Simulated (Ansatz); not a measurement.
# CuO2: tests of the settings

The task, for CuO2: test the k-point mesh.

Method: DFT PBEsol, scalar-relativistic, plane waves, PAW, in Ansatz 0.2.0.

3 further runs of the same task are left out: 2 that didn't finish, 1 set aside as unsound or not needed. Runs told in other sessions of the task aren't counted.

## 1. The starting structure

Symmetry: Cmcm, No. 63, orthorhombic system. Conventional cell: a = 2.825 Å, b = 10.421 Å, c = 4.343 Å, α = 90.00°, β = 90.00°, γ = 90.00°. Around Cu (site symmetry m2m) lie 6 O at 1.86 to 2.22 Å. O (site symmetry m2m) has 2 Cu at 1.86 Å in its first shell of neighbours. O (site symmetry m2m) has 4 Cu at 1.90 to 2.22 Å in its first shell of neighbours.

As a file:

```cif
data_structure
_symmetry_space_group_name_H-M 'Cmcm'
_symmetry_Int_Tables_number 63
_cell_length_a 2.8252
_cell_length_b 10.4215
_cell_length_c 4.3434
_cell_angle_alpha 90.000
_cell_angle_beta 90.000
_cell_angle_gamma 90.000
_cell_volume 127.88
loop_
_atom_site_label
_atom_site_type_symbol
_atom_site_symmetry_multiplicity
_atom_site_Wyckoff_symbol
_atom_site_fract_x
_atom_site_fract_y
_atom_site_fract_z
_atom_site_occupancy
Cu1 Cu 4 c 0.50000 0.66725 0.25000 1
O1 O 4 c 0.00000 0.55149 0.25000 1
O2 O 4 c 0.00000 0.78897 0.25000 1
```

Source of the structure: the Materials Project (structure only). It is taken as it stands there.

## 2. The base run, which the others are set against

input.yaml reads:

```yaml
crystal:
  lattice:
    - [1.412615, -5.210747, 0.0]
    - [1.412615, 5.210747, 0.0]
    - [0.0, 0.0, 4.343424]
  atoms:
    - { symbol: Cu, position: [0.832747, 0.167253, 0.25] }
    - { symbol: Cu, position: [0.167253, 0.832747, 0.75] }
    - { symbol: O, position: [0.448514, 0.551486, 0.25], spin: 0.35 }
    - { symbol: O, position: [0.551486, 0.448514, 0.75], spin: 0.35 }
    - { symbol: O, position: [0.21103, 0.78897, 0.25] }
    - { symbol: O, position: [0.78897, 0.21103, 0.75] }
basis:
  ecutwfc: 420
kpoints:
  mp_grid: { grid: [14, 14, 8] }
hamiltonian:
  xc: pbesol
scf:
  occupations: { method: gaussian, width: 0.1 }
output:
  forces: true
  stress: true
  eigenvalues: true
  populations: true
magnetization:
  spin_polarized: true
```

Its results, from an earlier run: -2568.5107 eV/atom at zero smearing, pressure -8.26 GPa, largest force 0.536 eV/Å, no gap on the mesh, site moments O +0.35 (×2) μB, in 21 SCF cycles and 3.1 min.

## 3. K-point mesh: 1×1×1

input.yaml reads:

```yaml
crystal:
  lattice:
    - [1.412615, -5.210747, 0.0]
    - [1.412615, 5.210747, 0.0]
    - [0.0, 0.0, 4.343424]
  atoms:
    - { symbol: Cu, position: [0.832747, 0.167253, 0.25] }
    - { symbol: Cu, position: [0.167253, 0.832747, 0.75] }
    - { symbol: O, position: [0.448514, 0.551486, 0.25], spin: 0.38 }
    - { symbol: O, position: [0.551486, 0.448514, 0.75], spin: 0.38 }
    - { symbol: O, position: [0.21103, 0.78897, 0.25] }
    - { symbol: O, position: [0.78897, 0.21103, 0.75] }
basis:
  ecutwfc: 420
kpoints:
  mp_grid: { grid: [1, 1, 1] }
hamiltonian:
  xc: pbesol
scf:
  occupations: { method: gaussian, width: 0.1 }
output:
  forces: true
  stress: true
  eigenvalues: true
  populations: true
magnetization:
  spin_polarized: true
```

Started as:

```console
ansatz run input.yaml --threads 1 --pin off --max-ram 2560MiB --backend cpu --events-out ev --progress --plain --runs-dir out
```

## 4. K-point mesh set to 2×2×2

Changes to input.yaml since step 3:

```diff
@@ -15,3 +15,3 @@
 kpoints:
-  mp_grid: { grid: [1, 1, 1] }
+  mp_grid: { grid: [2, 2, 2] }
 hamiltonian:
```

## 5. K-point mesh set to 4×4×2

Changes to input.yaml since step 4:

```diff
@@ -15,3 +15,3 @@
 kpoints:
-  mp_grid: { grid: [2, 2, 2] }
+  mp_grid: { grid: [4, 4, 2] }
 hamiltonian:
```

## 6. K-point mesh set to 4×4×4

Changes to input.yaml since step 5:

```diff
@@ -15,3 +15,3 @@
 kpoints:
-  mp_grid: { grid: [4, 4, 2] }
+  mp_grid: { grid: [4, 4, 4] }
 hamiltonian:
```

## 7. K-point mesh: 6×6×4

Changes to input.yaml since step 6:

```diff
@@ -15,3 +15,3 @@
 kpoints:
-  mp_grid: { grid: [4, 4, 4] }
+  mp_grid: { grid: [6, 6, 4] }
 hamiltonian:
```

## 8. K-point mesh set to 8×8×4

Changes to input.yaml since step 7:

```diff
@@ -15,3 +15,3 @@
 kpoints:
-  mp_grid: { grid: [6, 6, 4] }
+  mp_grid: { grid: [8, 8, 4] }
 hamiltonian:
```

## 9. K-point mesh: 8×8×6

Changes to input.yaml since step 8:

```diff
@@ -15,3 +15,3 @@
 kpoints:
-  mp_grid: { grid: [8, 8, 4] }
+  mp_grid: { grid: [8, 8, 6] }
 hamiltonian:
```

## 10. K-point mesh set to 10×10×6

Changes to input.yaml since step 9:

```diff
@@ -15,3 +15,3 @@
 kpoints:
-  mp_grid: { grid: [8, 8, 6] }
+  mp_grid: { grid: [10, 10, 6] }
 hamiltonian:
```

## 11. K-point mesh set to 12×12×8

Changes to input.yaml since step 10:

```diff
@@ -15,3 +15,3 @@
 kpoints:
-  mp_grid: { grid: [10, 10, 6] }
+  mp_grid: { grid: [12, 12, 8] }
 hamiltonian:
```

(Steps that only read results are left out.)

**Question.** What does this series show?

**Answer**, as computed:

```
                                              quantity                      value
k-point mesh: within 10 and 1 meV/atom of 14×14×8 from  4×4×4 for 10; 8×8×4 for 1
```

What this shows: In the sweep of the k-point mesh, 8×8×4 already comes within 1 meV/atom of the reference, and so do all later runs, at about 0.68 of the reference's time. The reference is only the best run made, not a proven limit. The gaps on the coarsest meshes are artefacts of sampling: the crystal is a metal on the dense ones. The error changes sign along the series, since a k mesh isn't variational, and a metal needs dense meshes to resolve its Fermi surface. Forces stay within 0.01 eV/Å of the reference from 12×12×8 on. The cell's moment varies from 0.72 to 2.00 μB over the series. The listed cell is far from this method's equilibrium (-8.3 GPa, forces up to 0.54 eV/Å), so its values are not those of the relaxed crystal.
